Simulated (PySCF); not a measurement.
# Ways to converge the SCF of ZnBr

Aim: find out which solver settings change the answer for ZnBr.

Program: PySCF 2.14.0. Level of theory: method and basis as typed in the scripts. These are calculated values, not measurements.

4 further runs of the same task are left out: 4 that didn't finish.

**1. Starting geometry**

ZnBr: 2 atoms, charge 0, spin multiplicity 2.

Bond lengths: Zn1–Br2 2.144 Å.

**2. Base script**

Input file input.py:

```python
from pyscf import gto, scf, mp

mol = gto.M(
    atom='Zn 0 0 0; Br 0 0 2.144',
    basis='sbkjc',
    ecp={'Zn': 'sbkjc', 'Br': 'sbkjc'},
    charge=0,
    spin=1,
    symmetry=True,
    verbose=3,
)
mf = scf.UHF(mol)
mf.kernel()
mp.MP2(mf).kernel()
mf.dip_moment()
print('orbital energies (hartree):', [e[max(0, n-3):n+3].round(4) for e, n in zip(mf.mo_energy, mol.nelec)])
```

On the command line:

```bash
$ OMP_NUM_THREADS=1 python input.py
```

Its log is not repeated here.

In short: E(SCF) = -238.121407 Eh, E(MP2) − E(SCF) = -0.43798 Eh, ⟨S²⟩ = 0.754, μ = 2.72 D (of the SCF density).

The bond length is a typed value, not an optimised one.

**3. Smearing width 0.01 hartree**

Edit 1 changes smearing width: none → 0.01 hartree; step after the SCF: mp2 → none.

Input file input.py:

```python
from pyscf import gto, scf

mol = gto.M(
    atom='Zn 0 0 0; Br 0 0 2.144',
    basis='sbkjc',
    ecp={'Zn': 'sbkjc', 'Br': 'sbkjc'},
    charge=0,
    spin=1,
    symmetry=True,
    verbose=3,
)
mf = scf.UHF(mol)
mf = scf.addons.smearing_(mf, sigma=0.01, method='fermi')
mf.kernel()
mf.dip_moment()
print('orbital energies (hartree):', [e[max(0, n-3):n+3].round(4) for e, n in zip(mf.mo_energy, mol.nelec)])
```

On the command line:

```bash
$ OMP_NUM_THREADS=1 python input.py
```

**4. Point-group symmetry off**

Edit 2 changes point-group symmetry: on → off.

input.py, as its differences from that of step 2:

```diff
@@ -8,3 +8,2 @@
     spin=1,
-    symmetry=True,
     verbose=3,
```

Before running it: what results should come out? Wanted: for each run, E(SCF); from base; SCF dipole; after the SCF.

The runs gave:

| run | E(SCF) (hartree) | from base (eV) | SCF dipole (D) | after the SCF |
| --- | --- | --- | --- | --- |
| base | -238.121407 | 0 | 2.72 | MP2 correlation -11.918 eV |
| smearing width 0.01 hartree | -238.041140 | not comparable | 2.56 | n/a |
| point-group symmetry off | -238.121407 | 0.0000 | 2.72 | MP2 correlation -11.918 eV |

The SCF energy stays the same, to the digits that matter, with point-group symmetry off.
